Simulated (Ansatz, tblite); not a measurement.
**The cluster B4H10O11: a ladder of methods and basis sets**

An exercise on one series of results from a longer session: the logs are not shown, and one member is left open.

The runs use Ansatz 0.2.0, Gaussian basis; as each input shows.

The runs, in order: GFN1-xTB, GFN2-xTB, PBE-D4/def2-TZVP, r2SCAN-D4/def2-TZVP, PBE-D4/def2-SVP, PBE0-D4/def2-SVP, HF/STO-3G, HF/6-31G, B3LYP-D4/6-31G, MP2/def2-SVP.

5 further runs of the same task are left out: 3 that didn't finish, 2 set aside as unsound or not needed.

## The relaxed structure

The singlet was relaxed beforehand with PBE-D4/def2-SVP.

25 atoms, charge 0, spin multiplicity 1.

Bond lengths: B1–O6 1.389 Å, B1–O7 1.394 Å, B1–O8 1.352 Å, B2–O5 1.381 Å, B2–O7 1.385 Å, B2–O9 1.374 Å, B3–O10 1.388 Å, B3–O11 1.388 Å, B3–O12 1.367 Å, B4–O13 1.382 Å, B4–O14 1.388 Å, B4–O15 1.366 Å, O5–H16 0.988 Å, O6–H17 0.974 Å, O8–H18 0.998 Å, O9–H19 0.991 Å, O10–H20 0.989 Å, O11–H21 0.987 Å and more. Angles: O6–B1–O7 116.7°, O6–B1–O8 121.6°, O7–B1–O8 121.7°, O5–B2–O7 122.5°, O5–B2–O9 118.1°, O7–B2–O9 119.0°, O10–B3–O11 124.2°, O10–B3–O12 119.9°, O11–B3–O12 115.9°, O13–B4–O14 114.3°, O13–B4–O15 126.8°, O14–B4–O15 118.9°, B2–O5–H16 108.0°, B1–O6–H17 111.4°, B1–O7–B2 125.1°, B1–O8–H18 111.2°, B2–O9–H19 109.1°, B3–O10–H20 113.0° and more.

PBE0-D4/def2-TZVP was run before; its log isn't repeated, and its numbers join the tables.

Set-up of the first run:

Tight binding, by tblite at 300 K electronic temperature and without a spin-polarisation term:

```python
tblite.interface.Calculator('GFN1-xTB', numbers, positions, charge=0, uhf=0).singlepoint()
```

Tight binding, by tblite at 300 K electronic temperature and without a spin-polarisation term:

```python
tblite.interface.Calculator('GFN2-xTB', numbers, positions, charge=0, uhf=0).singlepoint()
```

start.molden holds the orbitals of an earlier run on this state, given as this run's starting guess.

Contents of in.yaml:

```yaml
crystal:
  periodic: [false, false, false]
  atoms:
    - {symbol: B, position_ang: [-1.821179, -0.793198, 0.194467]}
    - {symbol: B, position_ang: [0.357144, -1.791086, -0.390076]}
    - {symbol: B, position_ang: [-0.016167, 1.584083, -1.802271]}
    - {symbol: B, position_ang: [1.172176, 0.595280, 1.603124]}
    - {symbol: O, position_ang: [0.341842, -2.731921, 0.620167]}
    - {symbol: O, position_ang: [-2.246964, -1.920656, 0.884871]}
    - {symbol: O, position_ang: [-0.714392, -0.949173, -0.638674]}
    - {symbol: O, position_ang: [-2.431457, 0.403242, 0.346709]}
    - {symbol: O, position_ang: [1.535291, -1.589076, -1.067174]}
    - {symbol: O, position_ang: [1.289772, 1.115159, -1.831527]}
    - {symbol: O, position_ang: [-0.615781, 2.153995, -0.687922]}
    - {symbol: O, position_ang: [-0.791642, 1.513209, -2.925857]}
    - {symbol: O, position_ang: [2.191233, 0.487297, 0.676245]}
    - {symbol: O, position_ang: [0.706851, 1.889641, 1.791456]}
    - {symbol: O, position_ang: [0.576199, -0.427233, 2.285626]}
    - {symbol: H, position_ang: [-0.586525, -2.811713, 0.948018]}
    - {symbol: H, position_ang: [-2.979178, -1.710917, 1.492140]}
    - {symbol: H, position_ang: [-1.928211, 1.126588, -0.121041]}
    - {symbol: H, position_ang: [1.446285, -0.786765, -1.641692]}
    - {symbol: H, position_ang: [1.743572, 1.179895, -0.954797]}
    - {symbol: H, position_ang: [-0.039826, 2.239549, 0.108656]}
    - {symbol: H, position_ang: [-0.306424, 1.091315, -3.655439]}
    - {symbol: H, position_ang: [2.348131, -0.430738, 0.357025]}
    - {symbol: H, position_ang: [-0.017073, 1.896398, 2.444846]}
    - {symbol: H, position_ang: [0.786315, -1.333167, 1.963130]}
basis:
  gaussian: {orbitals: def2-TZVP, initial_orbitals: start.molden}
hamiltonian: {xc: pbe, dispersion: d4}
scf: {omitted_lower_state_checks: [starts]}
output: {orbitals: {seedname: orbitals}}
```

The run is started by

```console
$ ansatz run in.yaml --threads 4 --pin off --events-out ev --progress --plain --max-ram 6963MiB
```

Among the steps run: PBE-D4/def2-TZVP; r2SCAN-D4/def2-TZVP; PBE-D4/def2-SVP; PBE0-D4/def2-SVP; HF/STO-3G; HF/6-31G; B3LYP-D4/6-31G; MP2/def2-SVP.

One table of the session follows, with a row left open; its other results are not shown here.

It belongs to the step «Binding energy». 

| level | binding an atom (eV) |
| --- | --- |
| HF/STO-3G | 3.381 |
| HF/6-31G | 2.927 |
| HF/def2-SVP | 3.408 |
| PBE-D4/def2-SVP | 4.911 |
| PBE-D4/def2-TZVP | ? |
| r2SCAN-D4/def2-TZVP | 4.726 |
| B3LYP-D4/6-31G | 4.377 |
| PBE0-D4/def2-SVP | 4.755 |
| PBE0-D4/def2-TZVP | 4.673 |
| MP2/def2-SVP | 4.650 |

Q: Estimate the row for PBE-D4/def2-TZVP from the others.

**Answer.** binding an atom (eV): 4.819. In the column «binding an atom (eV)» it lies between PBE0-D4/def2-SVP (4.755) and PBE-D4/def2-SVP (4.911).

Caveats from the session: Free atoms were run apart at each level; binding is atoms less cluster, divided by the number of atoms, without zero-point or spin-orbit terms.
